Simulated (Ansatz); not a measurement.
# Si2W: the cost of one run

Method: DFT PBE, scalar-relativistic, plane waves, PAW, in Ansatz 0.2.0.

**1. The structure to begin with**

Symmetry: I4/mmm, No. 139, tetragonal system. The conventional cell has a = 3.214 Å, b = 3.214 Å, c = 7.830 Å, α = 90.00°, β = 90.00°, γ = 90.00°. Around Si (site symmetry 4mm) lie 5 Si at 2.59 to 2.63 Å and 5 W at 2.62 Å. Around W (site symmetry 4/mmm) lie 10 Si at 2.62 Å.

As a file:

```
Si W
1.0
    -1.60690    1.60690    3.91495
     1.60690   -1.60690    3.91495
     1.60690    1.60690   -3.91495
Si W
2 1
Cartesian
  0.0000 0.0000 2.6207
  0.0000 0.0000 5.2092
  0.0000 0.0000 0.0000
```

The structure rests on an entry of the Crystallography Open Database; cell or positions may have been set otherwise for this series.

**2. Relaxing cell and atoms: Si2W, no spin**

The input, input.yaml:

```yaml
crystal:
  lattice:
    - [-1.6069, 1.6069, 3.91495]
    - [1.6069, -1.6069, 3.91495]
    - [1.6069, 1.6069, -3.91495]
  atoms:
    - { symbol: Si, position: [0.3347, 0.3347, 0.0] }
    - { symbol: Si, position: [0.6653, 0.6653, 0.0] }
    - { symbol: W, position: [0.0, 0.0, 0.0] }
scf:
  occupations: { method: methfessel_paxton, width: 0.1 }
output:
  forces: true
  stress: true
  eigenvalues: true
  write_density: true
  write_potential: true
  elf: true
  volumetric_format: npy
kpoints:
  mp_grid: { grid: [20, 20, 20] }
hamiltonian:
  xc: pbe
relax:
  f_tol: 0.01
  adjacent_minimum: "off"
  cell: { stress_tol: 0.05 }
```

The run is started by

```bash
ansatz run input.yaml --threads 8 --pin off --max-ram 40960MiB --backend cpu --events-out ev --progress --plain --runs-dir out
```

**Question.** How long does this run take on 8 threads of Arm Neoverse V1, shared host, and how much memory does it need?

About 18 s, with a peak of 0.72 GiB.
